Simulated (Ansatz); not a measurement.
Input of an Ansatz 0.2.0 run:

File input.yaml:

```yaml
crystal:
  lattice:
    - [1.3124950637, 0.7577693783, 9.8626483117]
    - [-1.3124950637, 0.7577693783, 9.8626483117]
    - [0.0, -1.5155387567, 9.8626483117]
  atoms:
    - { symbol: Ge, position: [0.0, 0.0, 0.0] }
    - { symbol: Co, position: [0.59884, 0.59884, 0.59884], spin: 3.5 }
    - { symbol: Co, position: [0.20032, 0.20032, 0.20032], spin: 3.5 }
    - { symbol: Co, position: [0.79968, 0.79968, 0.79968], spin: 3.5 }
    - { symbol: Co, position: [0.40116, 0.40116, 0.40116], spin: 3.5 }
hamiltonian:
  xc: pbesol
  pseudopotentials: { kind: paw }
magnetization:
  spin_polarized: true
kpoints:
  mp_grid: { grid: [12, 12, 12] }
scf:
  occupations: { method: fermi_dirac, width: 0.05 }
output:
  forces: true
  stress: true
  eigenvalues: true
  write_density: true
  write_potential: true
  elf: true
  volumetric_format: npy
```

Potentials or basis: Ansatz PAW.

Command:

```console
$ ansatz run input.yaml --threads 2 --pin off --max-ram 5632MiB --backend cpu --events-out ev --progress --plain --runs-dir out
```

Estimate the largest force.

0.053 eV/Å.

Estimate the site moments.

Ge -0.03; Co +1.32, +1.78 μB.

Predict the net moment.

5.90 μB per cell.

Stress tensor (GPa, compression positive):
```
-8.75  0.00  0.00
 0.00 -8.75  0.00
 0.00  0.00 -8.40
```

Caveat: the PAW data sets come from PBE, with cores solved anew for the run's functional, which leaves a small shift of forces and pressure.
